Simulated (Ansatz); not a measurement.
Relaxation of a periodic cell of 13 atoms, Zn12H (host Zn, host structure hcp, interstitial H), to a largest force component of 0.03 eV/Å in at most 60 steps.

Theory: DFT PBE, scalar-relativistic, plane waves, PAW (Ansatz 0.2.0). Settings: cutoff 420 eV, k mesh 5x3x4, gaussian smearing 0.15 eV, no spin polarisation.

```xyz
13
Lattice="5.3200 0.0000 0.0000 -3.9900 6.9109 0.0000 0.0000 0.0000 4.9370" Properties=species:S:1:pos:R:3:forces:R:3
Zn 0.000 0.000 0.000 0.02 -0.05 0.00
Zn 0.000 1.536 2.468 -0.01 -0.43 -0.33
Zn -1.330 2.304 0.000 -0.36 -0.21 0.31
Zn -1.330 3.839 2.468 -0.36 0.19 -0.32
Zn -2.660 4.607 0.000 0.02 0.08 -0.02
Zn -2.660 6.143 2.468 0.04 0.04 0.02
Zn 2.660 0.000 0.000 -0.03 -0.02 -0.02
Zn 2.660 1.536 2.468 0.01 -0.10 -0.01
Zn 1.330 2.304 0.000 0.36 -0.18 0.36
Zn 1.330 3.839 2.468 0.37 0.26 -0.31
Zn 0.000 4.607 0.000 -0.01 0.38 0.31
Zn 0.000 6.143 2.468 -0.04 0.03 0.00
H 0.026 3.032 3.676 -0.01 0.01 0.00
```

Q: Where does it end, and by what steps?

A: The forces met the threshold. The force dipped under the threshold on the way, but the program's further checks kept it going. Limits of this set-up: coarse k mesh, odd electron count without spin, a small cell, in which the defect meets its images, a typed lattice constant that wasn't relaxed here. After 14 steps the energy has fallen by 0.329 eV; H13 moved furthest, 1.44 Å. Joined: Zn8–H13 (3.26 → 1.80 Å).

```csv
step,energy less start (eV),largest force component (eV/Å),accepted
0,0.0000,0.430,yes
1,-0.1024,0.175,yes
2,-0.1487,0.053,yes
3,-0.1553,0.069,yes
4,-0.1715,0.175,yes
5,-0.1862,0.134,yes
6,-0.1993,0.054,yes
7,-0.2150,0.077,yes
8,-0.2303,0.097,yes
9,-0.2507,0.071,yes
10,-0.2825,0.100,yes
11,-0.3124,0.093,yes
12,-0.3235,0.133,yes
13,-0.3287,0.013,yes
14,-0.3287,0.013,yes
```

```xyz
13
Lattice="5.3200 0.0000 0.0000 -3.9900 6.9109 0.0000 0.0000 0.0000 4.9370" Properties=species:S:1:pos:R:3
Zn -0.098 0.035 0.028
Zn -0.183 1.489 2.389
Zn -1.433 2.366 0.053
Zn -1.421 3.888 2.562
Zn -2.754 4.671 0.035
Zn -2.735 6.221 2.568
Zn 2.561 0.054 0.086
Zn 2.644 1.535 2.499
Zn 1.234 2.353 0.131
Zn 1.253 4.054 2.380
Zn -0.110 4.653 0.051
Zn -0.128 6.159 2.587
H 1.195 2.411 3.117
```

Whether the end is a true minimum wasn't checked by a vibrational analysis.

The run took 3.1 min on 4 threads of Arm Neoverse V1 (shared host), peak memory 0.86 GiB.
